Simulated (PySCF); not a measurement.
**BCl2F (dichlorofluoroborane): revPBE/6-311+G(d,p)**

Aim: the vertical singlet–triplet gap of BCl2F (dichlorofluoroborane) at revPBE/6-311+G**, from 2 runs. Input form: a Python script.

The results are computed with PySCF 2.14.0.

2 further runs of the same task are left out: 2 set aside as unsound or not needed.

## 1. The system as given

The species is BCl2F (4 atoms), meant as a singlet with charge 0. As SMILES, `FB(Cl)Cl`. The shape is that of a PBE0-D4/def2-TZVP optimisation.

Bond lengths: F1–B2 1.310 Å, B2–Cl3 1.739 Å, B2–Cl4 1.739 Å. Angles: F1–B2–Cl3 119.3°, F1–B2–Cl4 119.3°, Cl3–B2–Cl4 121.5°.

## 2. The energy at revPBE/6-311+G(d,p)

File input.py:

```python
# FB(Cl)Cl
from pyscf import gto, dft

mol = gto.M(
    atom='F 0.114370 -1.165320 -0.781190; B 0.007910 -0.080610 -0.054040; Cl -1.549540 0.373780 0.571420; Cl 1.427260 0.872140 0.263810',
    max_memory=1860,
    basis='6-311+g**',
    charge=0,
    verbose=4,
)

mf = dft.RKS(mol, xc='revpbe')
mf.conv_tol = 1e-10
mf.grids.level = 5
mf.kernel()
if not mf.converged:
    mf = mf.newton().run(mf.mo_coeff, mf.mo_occ)

etot = mf.e_tot
print('E(%s) = %.9f' % ('REVPBE', etot))
```

On the command line:

```
OMP_NUM_THREADS=1 python input.py
```

Standard output:

```text
PySCF version 2.14.0

[INPUT] num. atoms = 4
[INPUT] num. electrons = 48
[INPUT] charge = 0
[INPUT] spin (= nelec alpha-beta = 2S) = 0
[INPUT] symmetry False subgroup None
[INPUT] Mole.unit = angstrom
[INPUT] Symbol           X                Y                Z      unit          X                Y                Z       unit  Magmom
[INPUT]  1 F      0.114370000000  -1.165320000000  -0.781190000000 AA    0.216127976867  -2.202135647478  -1.476235151249 Bohr   0.0
[INPUT]  2 B      0.007910000000  -0.080610000000  -0.054040000000 AA    0.014947733645  -0.152330822901  -0.102120799771 Bohr   0.0
[INPUT]  3 Cl    -1.549540000000   0.373780000000   0.571420000000 AA   -2.928206219059   0.706341830840   1.079827302099 Bohr   0.0
[INPUT]  4 Cl     1.427260000000   0.872140000000   0.263810000000 AA    2.697130508547   1.648105742278   0.498528648922 Bohr   0.0

nuclear repulsion = 181.669072871547
number of shells = 48
number of NR pGTOs = 174
number of NR cGTOs = 104
basis = 6-311+g**
ecp = {}

******** <class 'pyscf.dft.rks.RKS'> ********
method = RKS
initial guess = minao
damping factor = 0
level_shift factor = 0
DIIS = <class 'pyscf.scf.diis.CDIIS'>
diis_start_cycle = 1
diis_space = 8
diis_damp = 0
SCF conv_tol = 1e-10
SCF conv_tol_grad = None
SCF max_cycles = 50
direct_scf = True
direct_scf_tol = 1e-13
XC library pyscf.dft.libxc version 7.0.0
    S. Lehtola, C. Steigemann, M. J.T. Oliveira, and M. A.L. Marques.,  SoftwareX 7, 1–5 (2018)
XC functionals = revpbe
    Y. Zhang and W. Yang.,  Phys. Rev. Lett. 80, 890 (1998)
    J. P. Perdew, K. Burke, and M. Ernzerhof.,  Phys. Rev. Lett. 77, 3865 (1996)
    J. P. Perdew, K. Burke, and M. Ernzerhof.,  Phys. Rev. Lett. 78, 1396 (1997)
radial grids:
    Treutler-Ahlrichs [JCP 102, 346 (1995); DOI:10.1063/1.469408] (M4) radial grids

becke partition: Becke, JCP 88, 2547 (1988); DOI:10.1063/1.454033
pruning grids: <function nwchem_prune>
grids dens level: 5
symmetrized grids: False
atomic radii adjust function: <function treutler_atomic_radii_adjust>
small_rho_cutoff = 0
Set gradient conv threshold to 1e-05
Initial guess from minao.
tot grids = 173136
init E= -1045.45241665475
  HOMO = -0.329497183603941  LUMO = -0.0779821832014486  gap/eV = 6.84407
cycle= 1 E= -1045.04006145172  delta_E= 0.412  |g|= 0.515  |ddm|=  2.1
  HOMO = -0.261622444799755  LUMO = -0.0721883209931946  gap/eV = 5.15477
cycle= 2 E= -1044.90933176728  delta_E= 0.131  |g|= 1.04  |ddm|= 0.88
  HOMO = -0.280685585245175  LUMO = -0.0684055870305854  gap/eV = 5.77643
cycle= 3 E= -1045.07848867589  delta_E= -0.169  |g|= 0.109  |ddm|= 0.644
  HOMO = -0.299069149122725  LUMO = -0.0715908706904419  gap/eV = 6.19000
cycle= 4 E= -1045.08016234621  delta_E= -0.00167  |g|= 0.0689  |ddm|= 0.153
  HOMO = -0.294795777460466  LUMO = -0.0750001722357985  gap/eV = 5.98094
cycle= 5 E= -1045.08113133768  delta_E= -0.000969  |g|= 0.0172  |ddm|= 0.0874
  HOMO = -0.29363414153429  LUMO = -0.0727863107940821  gap/eV = 6.00958
cycle= 6 E= -1045.08121376289  delta_E= -8.24e-05  |g|= 0.00254  |ddm|= 0.037
  HOMO = -0.293512919513459  LUMO = -0.0728906232661519  gap/eV = 6.00344
cycle= 7 E= -1045.08121513342  delta_E= -1.37e-06  |g|= 0.000216  |ddm|= 0.00256
  HOMO = -0.293510146981019  LUMO = -0.0728868936053934  gap/eV = 6.00346
cycle= 8 E= -1045.08121514265  delta_E= -9.23e-09  |g|= 5.57e-05  |ddm|= 0.000505
  HOMO = -0.293511569740749  LUMO = -0.0728865435589444  gap/eV = 6.00351
cycle= 9 E= -1045.08121514343  delta_E= -7.75e-10  |g|= 7.23e-06  |ddm|= 0.000149
  HOMO = -0.293512186572114  LUMO = -0.0728872360515873  gap/eV = 6.00351
cycle= 10 E= -1045.08121514344  delta_E= -1.09e-11  |g|= 1.36e-06  |ddm|= 1.72e-05
  HOMO = -0.293511986850587  LUMO = -0.0728870307055647  gap/eV = 6.00351
Extra cycle  E= -1045.08121514344  delta_E=    0  |g|= 2.2e-06  |ddm|= 2.7e-06
converged SCF energy = -1045.08121514344
E(REVPBE) = -1045.081215143
```

Wall time 13 s (1 thread of Arm Neoverse V2, shared host); peak memory 0.53 GiB.

## 3. The triplet

File start.xyz:

```xyz
4
BCl2F
F      0.114370    -1.165320    -0.781190
B      0.007910    -0.080610    -0.054040
Cl    -1.549540     0.373780     0.571420
Cl     1.427260     0.872140     0.263810
```

File run.py:

```python
from pyscf import gto, dft

mol = gto.M(
    atom='start.xyz',
    basis='6-311+g**',
    max_memory=1860,
    spin=2,
    verbose=4,
    charge=0,
)

mf = dft.UKS(mol)
mf.xc = 'revpbe'
mf.grids.level = 5
mf.conv_tol = 1e-10
mf.kernel()
if not mf.converged:
    mf = mf.newton().run(mf.mo_coeff, mf.mo_occ)

e_final = mf.e_tot
print('Final energy', e_final)
```

On the command line:

```
OMP_NUM_THREADS=1 python run.py
```

Standard output:

```text
PySCF version 2.14.0

[INPUT] num. atoms = 4
[INPUT] num. electrons = 48
[INPUT] charge = 0
[INPUT] spin (= nelec alpha-beta = 2S) = 2
[INPUT] symmetry False subgroup None
[INPUT] Mole.unit = angstrom
[INPUT] Symbol           X                Y                Z      unit          X                Y                Z       unit  Magmom
[INPUT]  1 F      0.114370000000  -1.165320000000  -0.781190000000 AA    0.216127976867  -2.202135647478  -1.476235151249 Bohr   0.0
[INPUT]  2 B      0.007910000000  -0.080610000000  -0.054040000000 AA    0.014947733645  -0.152330822901  -0.102120799771 Bohr   0.0
[INPUT]  3 Cl    -1.549540000000   0.373780000000   0.571420000000 AA   -2.928206219059   0.706341830840   1.079827302099 Bohr   0.0
[INPUT]  4 Cl     1.427260000000   0.872140000000   0.263810000000 AA    2.697130508547   1.648105742278   0.498528648922 Bohr   0.0

nuclear repulsion = 181.669072871547
number of shells = 48
number of NR pGTOs = 174
number of NR cGTOs = 104
basis = 6-311+g**
ecp = {}

******** <class 'pyscf.dft.uks.UKS'> ********
method = UKS
initial guess = minao
damping factor = 0
level_shift factor = 0
DIIS = <class 'pyscf.scf.diis.CDIIS'>
diis_start_cycle = 1
diis_space = 8
diis_damp = 0
SCF conv_tol = 1e-10
SCF conv_tol_grad = None
SCF max_cycles = 50
direct_scf = True
direct_scf_tol = 1e-13
number electrons alpha = 25  beta = 23
XC library pyscf.dft.libxc version 7.0.0
    S. Lehtola, C. Steigemann, M. J.T. Oliveira, and M. A.L. Marques.,  SoftwareX 7, 1–5 (2018)
XC functionals = revpbe
    Y. Zhang and W. Yang.,  Phys. Rev. Lett. 80, 890 (1998)
    J. P. Perdew, K. Burke, and M. Ernzerhof.,  Phys. Rev. Lett. 77, 3865 (1996)
    J. P. Perdew, K. Burke, and M. Ernzerhof.,  Phys. Rev. Lett. 78, 1396 (1997)
radial grids:
    Treutler-Ahlrichs [JCP 102, 346 (1995); DOI:10.1063/1.469408] (M4) radial grids

becke partition: Becke, JCP 88, 2547 (1988); DOI:10.1063/1.454033
pruning grids: <function nwchem_prune>
grids dens level: 5
symmetrized grids: False
atomic radii adjust function: <function treutler_atomic_radii_adjust>
small_rho_cutoff = 0
Set gradient conv threshold to 1e-05
tot grids = 173136
init E= -1045.45241665475
[... the frontier-level lines of each cycle are left out ...]


cycle= 1 E= -1044.80084707067  delta_E= 0.652  |g|= 0.397  |ddm|= 1.91


cycle= 2 E= -1043.70201992109  delta_E=  1.1  |g|= 1.51  |ddm|= 9.98


cycle= 3 E= -1044.84607149519  delta_E= -1.14  |g|= 0.113  |ddm|= 9.97


cycle= 4 E= -1044.84788486607  delta_E= -0.00181  |g|=  0.1  |ddm|= 0.305


cycle= 5 E= -1044.85358826911  delta_E= -0.0057  |g|= 0.0121  |ddm|= 0.149


cycle= 6 E= -1044.85364225993  delta_E= -5.4e-05  |g|= 0.0063  |ddm|= 0.0355


cycle= 7 E= -1044.85366097756  delta_E= -1.87e-05  |g|= 0.0028  |ddm|= 0.0143


cycle= 8 E= -1044.85364267409  delta_E= 1.83e-05  |g|= 0.00509  |ddm|= 0.0107


cycle= 9 E= -1044.85366443653  delta_E= -2.18e-05  |g|= 0.000592  |ddm|= 0.0089


cycle= 10 E= -1044.85366466737  delta_E= -2.31e-07  |g|= 0.000146  |ddm|= 0.000909


cycle= 11 E= -1044.85366467989  delta_E= -1.25e-08  |g|= 2.02e-05  |ddm|= 0.000367


cycle= 12 E= -1044.85366468011  delta_E= -2.21e-10  |g|= 1.09e-05  |ddm|= 6.22e-05


cycle= 13 E= -1044.85366468016  delta_E= -5.43e-11  |g|= 2.72e-06  |ddm|= 1.65e-05


Extra cycle  E= -1044.85366468013  delta_E= 3.09e-11  |g|= 9.31e-06  |ddm|= 1.31e-05
converged SCF energy = -1044.85366468013  <S^2> = 2.0038528  2S+1 = 3.0025674
Final energy -1044.8536646801301
```

Run time: 28 s. Hardware: 1 thread of Arm Neoverse V2, shared host; peak memory 0.55 GiB.

## 4. What came out

Level: revPBE/6-311+G**.

| quantity | value |
| --- | --- |
| singlet: total energy | -1045.08122 Eh |
| singlet: dipole moment | 0.22 D |
| singlet: HOMO energy | -7.99 eV |
| singlet: LUMO energy | -1.98 eV |
| singlet: HOMO–LUMO gap | 6.00 eV |
| triplet: total energy | -1044.85366 Eh |
| triplet: dipole moment | 1.45 D |
| triplet: HOMO energy (highest over α and β) | -1.88 eV |
| triplet: ⟨S²⟩ | 2.004 |
| vertical energy of the triplet above the singlet | 6.192 eV |

In words: At this shape the triplet lies 6.19 eV (597 kJ/mol) above the singlet.
